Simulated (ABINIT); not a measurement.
Input of an ABINIT 10.8.3 (patched build) run:

The input run.abi:

```
# Pseudopotentials
pp_dirpath "./"
pseudos "Te.upf, Sn.upf"

# Structure
acell 10.454808426 10.454808426 10.454808426
rprim
     0.0000000000     0.7071067812     0.7071067812
     0.7071067812     0.0000000000     0.7071067812
     0.7071067812     0.7071067812     0.0000000000
ntypat 2
znucl 52 50
natom 4
typat 1 1 1 2
xcart
     3.9120303401     3.9120303401     3.9120303401
     5.8680455102     5.8680455102     5.8680455102
     1.9560151700     1.9560151700     1.9560151700
     0.0000000000     0.0000000000     0.0000000000 Angstrom
chkprim 0
chksymtnons 0
tolsym 1.0e-6

# Plane-wave basis
ecut 34.0

# k points
kptopt 1
ngkpt 4 4 4
nshiftk 1
shiftk 0.0 0.0 0.0

# Exchange and correlation
ixc 23

# Bands and occupations
nband 38
occopt 3
tsmear 0.00183747

# SCF cycle
nstep 100
tolvrs 1.0e-10

# Output
iomode 3
prtwf 0
prteig 0
prtebands 0
enunit 1
prtden 1
prtvha 1
prtvclmb 1
prtpot 1
prtelf 1
```

Potentials or basis: PseudoDojo NC SR PBEsol v0.4.1 standard.

The run is started by

```console
$ abinit run.abi > log 2>&1
```

(1) Predict the pressure.

(2) Estimate the band gap on the k mesh.

Answers

(1) -4.3 GPa.

(2) none (metal or under the smearing width).

Caveat: the cutoff is short for stress, so the pressure is rough; the potentials were made for another functional, which shifts forces and pressure.
